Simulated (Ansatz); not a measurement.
Task: densities of the highest filled and lowest empty bands of InP, space group F-43m, with Ansatz 0.2.0, Python API. Give the script and its output. Settings: LDA, PAW, the default cutoff (420 eV here), 5×5×5 k-points, fixed occupations.

```yaml
crystal:
  lattice:
    - [0.00000, 2.93050, 2.93050]
    - [2.93050, 0.00000, 2.93050]
    - [2.93050, 2.93050, 0.00000]
  atoms:
    - { symbol: In, position: [0.00000, 0.00000, 0.00000] }
    - { symbol: P, position: [0.25000, 0.25000, 0.25000] }
```

The script, `inp.py`:
```python
import itertools

import ansatz as az
import numpy as np

vectors = np.array([
    [0.0, 2.9305, 2.9305],
    [2.9305, 0.0, 2.9305],
    [2.9305, 2.9305, 0.0],
])
inp = (
    az.Lattice.of(vectors)
    .atom("In", [0.0, 0.0, 0.0])
    .atom("P", [0.25, 0.25, 0.25])
)

model = (
    inp.calculation()
    .functional("lda")
    .pseudopotentials("paw")
    .kpoints(spacing=0.44)
    .occupations("fixed")
    .band_densities([("v2", "v1"), ("c1", "c2")])
)
session = model.session()
planned = session.plan(threads=1)
outcome = planned.execute()
rep = outcome.report
cell = np.asarray(outcome.lattice.cell_ang)
for names, window in zip([("v2", "v1"), ("c1", "c2")], outcome.band_densities().windows):
    density = window.outcome.density
    rho = density.channels[0].density_e_per_ang3
    axes = density.fft_grid_basis @ cell
    points = np.stack(np.meshgrid(*(np.arange(n) / n for n in rho.shape), indexing="ij"), axis=-1)
    print("bands", names, "electrons", np.round(window.outcome.n_electrons, 3), "peak", round(float(rho.max()), 3), "e/A^3")
    for index, site in enumerate(outcome.lattice.sites):
        offset = points - np.asarray(site.position_ang) @ np.linalg.inv(axes)
        offset -= np.round(offset)
        distance = np.min([np.linalg.norm((offset + image) @ axes, axis=-1) for image in itertools.product((-1, 0, 1), repeat=3)], axis=0)
        print(f"   {index} {site.symbol:2s} {100 * rho[distance < 1.0].sum() / rho.sum():5.1f} % within 1.0 A")
```

```console
$ python inp.py
DeckWarning: basis.ecutwfc = 420 eV, auto-derived from the records' recommended cutoffs: set by In (normal level)
bands ('v2', 'v1') electrons [4.] peak 0.357 e/A^3
   0 In   6.3 % within 1.0 A
   1 P   27.9 % within 1.0 A
bands ('c1', 'c2') electrons [4.] peak 0.324 e/A^3
   0 In  10.4 % within 1.0 A
   1 P   19.6 % within 1.0 A
```
(Warnings from the package without file and line.)

Reading the output:
- Of the deposited cell: the entry's cell lengths or inner coordinates differ somewhat from later room-temperature determinations.
- The structure is a deposited one; some such entries were measured under pressure or heat, so a shift against it needn't be the functional's error alone.
- The windows are summed over all k-points with every state counted as full, the empty ones too; where a window cuts a degenerate level its bands share the weight. Values near the nuclei depend on the potentials. Spheres that overlap count density twice, so shares are no populations.
- Run time: 1.7 s on 1 thread of Arm Neoverse V1 (shared host), peak memory 0.33 GiB.
